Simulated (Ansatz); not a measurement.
# TiSb: response to strain

Aim: deform TiSb (zz strain of +2 %) and compute stress, forces and field gradients with LAPW, PAW and all-electron datasets made for the crystal.

Computed with Ansatz 0.2.0 (DFT LDA, scalar-relativistic, unless a step's input says otherwise).

**1. The system as given**

It takes space group P6_3/mmc (No. 194, hexagonal). Conventional cell: a = 4.103 Å, b = 4.103 Å, c = 6.284 Å, α = 90.00°, β = 90.00°, γ = 120.00°. Ti (site symmetry -3m) has 6 Sb at 2.84 Å and 2 Ti at 3.14 Å in its first shell of neighbours. Sb (site symmetry -6m2) is surrounded by 6 Ti at 2.84 Å.

Structure file:

```cif
data_structure
_symmetry_space_group_name_H-M 'P 1'
_symmetry_Int_Tables_number 1
_cell_length_a 4.1033
_cell_length_b 4.1033
_cell_length_c 6.2836
_cell_angle_alpha 90.000
_cell_angle_beta 90.000
_cell_angle_gamma 120.000
_cell_volume 91.62
loop_
_atom_site_label
_atom_site_type_symbol
_atom_site_fract_x
_atom_site_fract_y
_atom_site_fract_z
_atom_site_occupancy
Ti1 Ti 0.00000 0.00000 0.00000 1
Ti2 Ti 0.00000 0.00000 0.50000 1
Sb1 Sb 0.33333 0.66667 0.25000 1
Sb2 Sb 0.66667 0.33333 0.75000 1
```

Atoms are numbered in the order of the input: Ti1, Ti2, Sb3, Sb4.

**2. After the deformation**

Space group P6_3/mmc before, P6_3/mmc after.

**3. All-electron LAPW**

File input.yaml:

```yaml
crystal:
  lattice:
    - [4.1032991169, 0.0, 0.0]
    - [-2.0516495585, 3.5535612746, 0.0]
    - [0.0, 0.0, 6.409272]
  atoms:
    - { symbol: Ti, position: [0.0, 0.0, 0.0] }
    - { symbol: Ti, position: [0.0, 0.0, 0.5] }
    - { symbol: Sb, position: [0.3333333333, 0.6666666667, 0.25] }
    - { symbol: Sb, position: [0.6666666667, 0.3333333333, 0.75] }
kpoints:
  mp_grid: { grid: [12, 12, 7] }
  band_path:
    path:
      - [0.0, 0.0, 0.0]
      - [0.5, 0.0, 0.0]
      - [0.3333333333, 0.3333333333, 0.0]
      - [0.0, 0.0, 0.0]
      - [0.0, 0.0, 0.5]
      - [0.5, 0.0, 0.5]
      - [0.3333333333, 0.3333333333, 0.5]
      - [0.0, 0.0, 0.5]
      - [0.5, 0.0, 0.5]
    npoints: 5
scf:
  occupations: { method: fermi_dirac, width: 0.03 }
hamiltonian:
  xc: lda
  pseudopotentials: { kind: all_electron, lapw: { basis_error: 0.001 } }
output:
  forces: true
  stress: true
  eigenvalues: true
```

The run is started by

```console
ansatz run input.yaml --threads 1 --pin off --max-ram 4096MiB --backend cpu --events-out ev --progress --plain --runs-dir out
```

**4. PAW with frozen cores**

File input.yaml:

```yaml
crystal:
  lattice:
    - [4.1032991169, 0.0, 0.0]
    - [-2.0516495585, 3.5535612746, 0.0]
    - [0.0, 0.0, 6.409272]
  atoms:
    - { symbol: Ti, position: [0.0, 0.0, 0.0] }
    - { symbol: Ti, position: [0.0, 0.0, 0.5] }
    - { symbol: Sb, position: [0.3333333333, 0.6666666667, 0.25] }
    - { symbol: Sb, position: [0.6666666667, 0.3333333333, 0.75] }
kpoints:
  mp_grid: { grid: [12, 12, 7] }
scf:
  occupations: { method: fermi_dirac, width: 0.03 }
hamiltonian:
  xc: lda
  pseudopotentials: { kind: paw }
output:
  forces: true
  stress: true
  eigenvalues: true
  efg: { contact_densities: true }
```

**5. Datasets made for this crystal**

Edit input.yaml of step 4 so:

```diff
@@ -16,3 +16,3 @@
   xc: lda
-  pseudopotentials: { kind: paw }
+  pseudopotentials: { kind: all_electron, datasets: crystal }
 output:
```

(Steps that only read results are left out.)

What does the calculation give? Wanted: pressure; largest shear or deviatoric stress.

**Answer**, as computed:

| quantity | value |
| --- | --- |
| pressure | LAPW -9.89, PAW -9.90, crystal datasets -9.89 GPa |
| largest shear or deviatoric stress (LAPW) | 1.06 GPa |

In words: The largest part of the stress beyond the pressure is 1.06 GPa in size, in the zz component; the atoms are carried along and not relaxed. No run of the undeformed cell stands beside it, so pressure and stress hold what the given cell had before the change, as far as its symmetry allows. PAW: stress within 0.02 GPa of LAPW. Crystal datasets: stress within 0.01 GPa of LAPW. Spin-orbit coupling is left out, though the cell holds Sb; in elements this heavy it can shift bands and gaps by tenths of an eV.
